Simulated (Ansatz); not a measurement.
# SnAs: further runs on the relaxed cell

An exercise on one series of results from a longer session: the logs are not shown, and one member is left open.

The COD entry's cell or inner coordinates are ideal or old and differ from later refinements, so a difference from it is no clean test against experiment.

Program: Ansatz 0.2.0. Level of theory: DFT PBEsol, scalar-relativistic, plane waves, PAW. These are calculated values, not measurements.

### The starting structure

Symmetry: Fm-3m, No. 225, cubic system. The conventional cell has a = 5.713 Å, b = 5.713 Å, c = 5.713 Å, α = 90.00°, β = 90.00°, γ = 90.00°. Around Sn (site symmetry m-3m) lie 6 As at 2.86 Å. As (site symmetry m-3m) has 6 Sn at 2.86 Å as nearest neighbours.

As a file:

```cif
data_structure
_symmetry_space_group_name_H-M 'Fm-3m'
_symmetry_Int_Tables_number 225
_cell_length_a 5.7130
_cell_length_b 5.7130
_cell_length_c 5.7130
_cell_angle_alpha 90.000
_cell_angle_beta 90.000
_cell_angle_gamma 90.000
_cell_volume 186.46
loop_
_atom_site_label
_atom_site_type_symbol
_atom_site_symmetry_multiplicity
_atom_site_Wyckoff_symbol
_atom_site_fract_x
_atom_site_fract_y
_atom_site_fract_z
_atom_site_occupancy
Sn1 Sn 4 a 0.00000 0.00000 0.00000 1
As1 As 4 b 0.50000 0.00000 0.00000 1
```

It is the result of an earlier relaxation at this level (volume 23.31 Å³/atom; gap on the mesh: none (metal)).

The first run:

File input.yaml:

```yaml
crystal:
  lattice:
    - [0.0, 2.8405, 2.8405]
    - [2.8405, 0.0, 2.8405]
    - [2.8405, 2.8405, 0.0]
  atoms:
    - { symbol: Sn, position: [0.0, 0.0, 0.0] }
    - { symbol: As, position: [0.5, 0.5, 0.5] }
basis:
  ecutwfc: 420
kpoints:
  mp_grid: { grid: [12, 12, 12] }
hamiltonian:
  xc: pbesol
scf:
  occupations: { method: gaussian, width: 0.1 }
output:
  forces: true
  stress: true
  eigenvalues: true
  populations: true
```

Run with:

```sh
$ ansatz run input.yaml --threads 1 --pin off --max-ram 2560MiB --backend cpu --events-out ev --progress --plain --runs-dir out
```

Among the steps run: Back to the database's cell; The cell scaled to 0.97 of its volume; Volume × 1.03; The cell scaled to 0.94 of its volume; The cell scaled to 1.06 of its volume; The cell scaled to 0.91 of its volume; The cell scaled to 1.10 of its volume; Volume × 0.88.

One of the session's tables, all rows but one given; the rest of the session is left out.

It belongs to the step «Energy against volume». 

| volume (Å³/atom) | energy above the lowest point (meV/atom) | pressure (GPa) |
| --- | --- | --- |
| 20.511 | 97.2 | 12.63 |
| 21.210 | 51.1 | 8.59 |
| 21.909 | 21.3 | 5.21 |
| 22.608 | 4.9 | 2.36 |
| 23.308 | 0.0 | -0.04 |
| 24.007 | ? | ? |
| 24.706 | 17.5 | -3.74 |
| 25.638 | 44.8 | -5.58 |

Estimate the missing values for volume (Å³/atom) = 24.007.

Worked estimate for «energy above the lowest point (meV/atom)». A straight line through the neighbours (23.308, 0.0) and (24.706, 17.5) gives 0.0 + (17.5 − 0.0) × (24.007 − 23.308) / (24.706 − 23.308) = 8.8; a parabola fitted to 4 rows on both sides gives 4.9.

As computed: energy above the lowest point (meV/atom): 4.7; pressure (GPa): -2.05. In «energy above the lowest point (meV/atom)» the line misses by +4.1 and the parabola by +0.2.
